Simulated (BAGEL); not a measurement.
# CH6GeO (SMILES C[O][GeH3]), step by step

Aim: a single-point energy (HF/def2-SVP), then a single-point energy (NEVPT2(2,2)/def2-SVP), then the energy (CASPT2(2,2)/def2-SVP) of CH6GeO. 

Program for the calculation: BAGEL 1.2.2.

2 further runs of the same task are left out: 2 set aside as unsound or not needed.

## (1) Starting point

CH6GeO: 9 atoms, total charge 0, spin state singlet. As SMILES, `C[O][GeH3]`. The O2–Ge3 distance was set to 3.381 Å, away from the relaxed value. At this shape a bond of the SMILES string is far longer than usual.

Bond lengths: C1–O2 1.406 Å, C1–H4 1.093 Å, C1–H5 1.099 Å, C1–H6 1.099 Å, Ge3–H7 1.542 Å, Ge3–H8 1.531 Å, Ge3–H9 1.542 Å. Angles: O2–C1–H4 108.1°, O2–C1–H5 112.2°, O2–C1–H6 112.2°, H4–C1–H5 108.0°, H4–C1–H6 108.0°, H5–C1–H6 108.1°, H7–Ge3–H8 112.1°, H7–Ge3–H9 109.7°, H8–Ge3–H9 112.1°.

## (2) A single-point energy at HF/def2-SVP (density fitting with svp-jkfit) (run 1)

The input, hf.json:

```json
{ "bagel" : [

{
  "title" : "molecule",
  "basis" : "svp",
  "df_basis" : "svp-jkfit",
  "angstrom" : "false",
  "geometry" : [
    { "atom" : "C", "xyz" : [    -2.68666898,     2.83122925,    -3.84189636 ] },
    { "atom" : "O", "xyz" : [    -3.05648839,     0.33093262,    -3.02496776 ] },
    { "atom" : "Ge", "xyz" : [     0.77384285,    -1.89804092,     1.57659851 ] },
    { "atom" : "H", "xyz" : [    -4.07146029,     3.23392989,    -5.31947322 ] },
    { "atom" : "H", "xyz" : [    -0.79221854,     3.12413680,    -4.63917181 ] },
    { "atom" : "H", "xyz" : [    -2.96275797,     4.20562706,    -2.31046231 ] },
    { "atom" : "H", "xyz" : [     3.53416580,    -1.77445283,     0.65214449 ] },
    { "atom" : "H", "xyz" : [    -0.10223418,    -4.61849065,     2.02257387 ] },
    { "atom" : "H", "xyz" : [     0.45901448,    -0.24301878,     3.95368500 ] }
  ]
},

{
  "title" : "hf"
},

{
  "title" : "print",
  "file" : "orbitals.molden",
  "orbitals" : "true"
}

]}
```

Run with:

```console
$ BAGEL_NUM_THREADS=1 BAGEL hf.json > hf.out
```

Log:

```text
* using 1 threads per process

  ===============================================================
  ===============================================================

  *** Geometry ***

  { "atom" : "C", "xyz" : [     -2.686669,      2.831229,     -3.841896 ] },
  { "atom" : "O", "xyz" : [     -3.056488,      0.330933,     -3.024968 ] },
  { "atom" : "Ge", "xyz" : [      0.773843,     -1.898041,      1.576599 ] },
  { "atom" : "H", "xyz" : [     -4.071460,      3.233930,     -5.319473 ] },
  { "atom" : "H", "xyz" : [     -0.792219,      3.124137,     -4.639172 ] },
  { "atom" : "H", "xyz" : [     -2.962758,      4.205627,     -2.310462 ] },
  { "atom" : "H", "xyz" : [      3.534166,     -1.774453,      0.652144 ] },
  { "atom" : "H", "xyz" : [     -0.102234,     -4.618491,      2.022574 ] },
  { "atom" : "H", "xyz" : [      0.459014,     -0.243019,      3.953685 ] },

  Number of auxiliary basis functions:      526

  Since a DF basis is specified, we compute 2- and 3-index integrals:
    o Being stored without compression. Storage requirement is 0.034 GB

  Number of basis functions:       90
  Number of electrons      :       52

    * METHOD: MOLECULE                             0.21

  *** RHF ***

  === Nuclear Repulsion ===
   148.6350362548

      * DIIS with orbital gradients will be used.

  === RHF iteration (svp) ===
      0      -2190.73528213          0.01758528           0.07
      1      -2190.11070189          0.03252273           0.07
      2      -2191.00136048          0.00431240           0.08
      3      -2191.02109000          0.00085111           0.08
      4      -2191.02240197          0.00080446           0.06
      5      -2191.02281882          0.00058286           0.07
      6      -2191.02310221          0.00023485           0.07
      7      -2191.02315152          0.00003685           0.07
      8      -2191.02315299          0.00002116           0.07
      9      -2191.02315362          0.00000622           0.07
     10      -2191.02315373          0.00000253           0.07
     11      -2191.02315375          0.00000074           0.07
     12      -2191.02315375          0.00000024           0.08
     13      -2191.02315375          0.00000013           0.07
     14      -2191.02315375          0.00000007           0.07
     15      -2191.02315376          0.00000005           0.06
     16      -2191.02315375          0.00000002           0.07
     17      -2191.02315375          0.00000002           0.07
     18      -2191.02315375          0.00000001           0.07
     19      -2191.02315376          0.00000001           0.07
    * SCF iteration converged.

    * Permanent dipole moment:
           (   -1.541278,     0.496069,    -1.665372) a.u.

    * METHOD: HF                                   1.60

    * METHOD: PRINT                                0.01

  ===============================================================
```

Wall time 2.2 s (1 thread of Intel Xeon 6975P-C (Granite Rapids), shared host); peak memory 0.14 GiB.

## (3) A single-point energy at NEVPT2(2,2)/def2-SVP (density fitting with svp-jkfit) (run 2)

The input, input.json:

```json
{ "bagel": [

{
  "title": "molecule",
  "basis": "svp",
  "df_basis": "svp-jkfit",
  "geometry": [
    { "atom": "C", "xyz": [ -2.68666898,  2.83122925, -3.84189636 ] },
    { "atom": "O", "xyz": [ -3.05648839,  0.33093262, -3.02496776 ] },
    { "atom": "Ge", "xyz": [  0.77384285, -1.89804092,  1.57659851 ] },
    { "atom": "H", "xyz": [ -4.07146029,  3.23392989, -5.31947322 ] },
    { "atom": "H", "xyz": [ -0.79221854,  3.12413680, -4.63917181 ] },
    { "atom": "H", "xyz": [ -2.96275797,  4.20562706, -2.31046231 ] },
    { "atom": "H", "xyz": [  3.53416580, -1.77445283,  0.65214449 ] },
    { "atom": "H", "xyz": [ -0.10223418, -4.61849065,  2.02257387 ] },
    { "atom": "H", "xyz": [  0.45901448, -0.24301878,  3.95368500 ] }
  ]
},
{ "title": "hf" },
{ "title": "casscf", "nstate": 1, "nact": 2, "nclosed": 25, "nspin": 0, "active": [26, 27], "maxiter": 200, "natocc": true },
{
  "title": "nevpt2",
  "nstate": 1,
  "nact": 2,
  "nclosed": 25,
  "nspin": 0,
  "active": [26, 27],
  "maxiter": 200,
  "natocc": true,
  "ncore": 11
},
{ "title": "print", "file": "orbitals.molden", "orbitals": true }

]}
```

Run with:

```console
$ BAGEL_NUM_THREADS=1 BAGEL input.json > input.out
```

Log:

```text
* using 1 threads per process

  ===============================================================
  ===============================================================

  *** Geometry ***

  { "atom" : "C", "xyz" : [     -2.686669,      2.831229,     -3.841896 ] },
  { "atom" : "O", "xyz" : [     -3.056488,      0.330933,     -3.024968 ] },
  { "atom" : "Ge", "xyz" : [      0.773843,     -1.898041,      1.576599 ] },
[... 5 lines of this table left out ...]
  { "atom" : "H", "xyz" : [      0.459014,     -0.243019,      3.953685 ] },

  Number of auxiliary basis functions:      526

  Since a DF basis is specified, we compute 2- and 3-index integrals:
    o Being stored without compression. Storage requirement is 0.034 GB

[... 18 lines left out ...]
    * SCF iteration converged.
[... 1 line left out ...]
    * Permanent dipole moment:
[... 27 lines left out ...]
    * Second-order optimization converged. *
[... 1 line left out ...]
     guess   0:   closed 1.                   open ..

  === FCI iteration ===

      0  0     -2190.99424330     1.02e-01      0.00
      1  0     -2191.11989565     3.32e-02      0.00
      2  0 *   -2191.13321473     4.47e-16      0.00

     * ci vector, state   0, <S^2> = 0.0000
       2.     0.8167980192
       .2    -0.5769237349

    * METHOD: CASSCF                               5.56

    * freezing 11 orbitals

  === DF-NEVPT2 calculation ===

    * 3-index integral transformation done
    * assembly done

      NEVPT2 correlation energy:   -0.5209884028      0.17

          (+0)     -0.4348323857
          (+0)'    -0.0152939140
          (+1)     -0.0170090519
          (+1)'    -0.0000000000
          (+2)     -0.0001569643
          (-1)     -0.0533697545
          (-1)'     0.0000000000
          (-2)     -0.0003263324

      NEVPT2 total energy:       -2191.6542031312

    * METHOD: NEVPT2                               0.32

    * METHOD: PRINT                                0.01

  ===============================================================
```

It took 8.4 s on 1 thread of Intel Xeon 6975P-C (Granite Rapids), shared host; peak memory 0.14 GiB.

## (4) A single-point energy at CASPT2(2,2)/def2-SVP (density fitting with svp-jkfit) (run 3)

The input, caspt2.json:

```json
{ "bagel" : [

{
  "title" : "molecule",
  "basis" : "svp",
  "df_basis" : "svp-jkfit",
  "geometry" : [
    { "atom" : "C", "xyz" : [    -2.68666898,     2.83122925,    -3.84189636 ] },
    { "atom" : "O", "xyz" : [    -3.05648839,     0.33093262,    -3.02496776 ] },
    { "atom" : "Ge", "xyz" : [     0.77384285,    -1.89804092,     1.57659851 ] },
    { "atom" : "H", "xyz" : [    -4.07146029,     3.23392989,    -5.31947322 ] },
    { "atom" : "H", "xyz" : [    -0.79221854,     3.12413680,    -4.63917181 ] },
    { "atom" : "H", "xyz" : [    -2.96275797,     4.20562706,    -2.31046231 ] },
    { "atom" : "H", "xyz" : [     3.53416580,    -1.77445283,     0.65214449 ] },
    { "atom" : "H", "xyz" : [    -0.10223418,    -4.61849065,     2.02257387 ] },
    { "atom" : "H", "xyz" : [     0.45901448,    -0.24301878,     3.95368500 ] }
  ]
},

{
  "title" : "hf"
},

{
  "title" : "casscf",
  "nstate" : 1,
  "nact" : 2,
  "nclosed" : 25,
  "active" : [26, 27],
  "maxiter" : 200,
  "natocc" : true
},

{
  "title" : "print",
  "file" : "orbitals.molden",
  "orbitals" : true
},

{
  "title" : "smith",
  "method" : "caspt2",
  "ms" : true,
  "xms" : true,
  "sssr" : true,
  "shift" : 0.2,
  "shift_imag" : true,
  "ncore" : 11
}

]}
```

Run with:

```console
$ BAGEL_NUM_THREADS=1 BAGEL caspt2.json > caspt2.out
```

Log:

```text
* using 1 threads per process

  ===============================================================
  ===============================================================

  *** Geometry ***

  { "atom" : "C", "xyz" : [     -2.686669,      2.831229,     -3.841896 ] },
  { "atom" : "O", "xyz" : [     -3.056488,      0.330933,     -3.024968 ] },
  { "atom" : "Ge", "xyz" : [      0.773843,     -1.898041,      1.576599 ] },
[... 5 lines of this table left out ...]
  { "atom" : "H", "xyz" : [      0.459014,     -0.243019,      3.953685 ] },

  Number of auxiliary basis functions:      526

  Since a DF basis is specified, we compute 2- and 3-index integrals:
    o Being stored without compression. Storage requirement is 0.034 GB

[... 18 lines left out ...]
    * SCF iteration converged.
[... 1 line left out ...]
    * Permanent dipole moment:
[... 27 lines left out ...]
    * Second-order optimization converged. *
[... 9 lines left out ...]
     * ci vector, state   0, <S^2> = 0.0000
[... 16 lines left out ...]
    * Zeroth order energy : state  0       -0.3790929253
[... 4 lines left out ...]
       #      aibj      arbs      arbi      airj      risj      airs      arst      rist         Etot      error   time
[... 2 lines left out ...]
       0  -0.43339  -0.00041  -0.05797  -0.01884  -0.00024  -0.01553  -0.00000  -0.00000   -0.5263778  0.0005840   0.12
       1  -0.43342  -0.00041  -0.05804  -0.01886  -0.00024  -0.01563  -0.00000  -0.00000   -0.5265998  0.0000660   0.10
       2  -0.43342  -0.00041  -0.05804  -0.01886  -0.00024  -0.01563  -0.00000  -0.00000   -0.5266031  0.0000095   0.11
       3  -0.43342  -0.00041  -0.05804  -0.01886  -0.00024  -0.01563  -0.00000  -0.00000   -0.5266031  0.0000013   0.12
       4  -0.43342  -0.00041  -0.05804  -0.01886  -0.00024  -0.01563   0.00000  -0.00000   -0.5266031  0.0000001   0.13

      ------------------------------------------------------------------------------------------------------------------

    * CASPT2 energy : state  0    -2191.6621418345
        w/o shift correction      -2191.6598178664
        reference weight              0.8690313841

    * METHOD: SMITH                                0.87

  ===============================================================
```

Wall time 8.4 s (1 thread of Intel Xeon 6975P-C (Granite Rapids), shared host); peak memory 0.24 GiB.

## (5) Summary of results

```
                                 quantity           value
         run 1, HF/def2-SVP: total energy  -2191.02315 Eh
        run 1, HF/def2-SVP: dipole moment          5.90 D
          run 1, HF/def2-SVP: HOMO energy        -7.83 eV
          run 1, HF/def2-SVP: LUMO energy        -1.25 eV
        run 1, HF/def2-SVP: HOMO–LUMO gap         6.58 eV
run 2, NEVPT2(2,2)/def2-SVP: total energy  -2191.65420 Eh
run 3, CASPT2(2,2)/def2-SVP: total energy  -2191.66214 Eh
```

One bond (run 1, HF/def2-SVP) is far stretched, which a spin-restricted single reference describes badly; a broken-symmetry solution may lie lower.
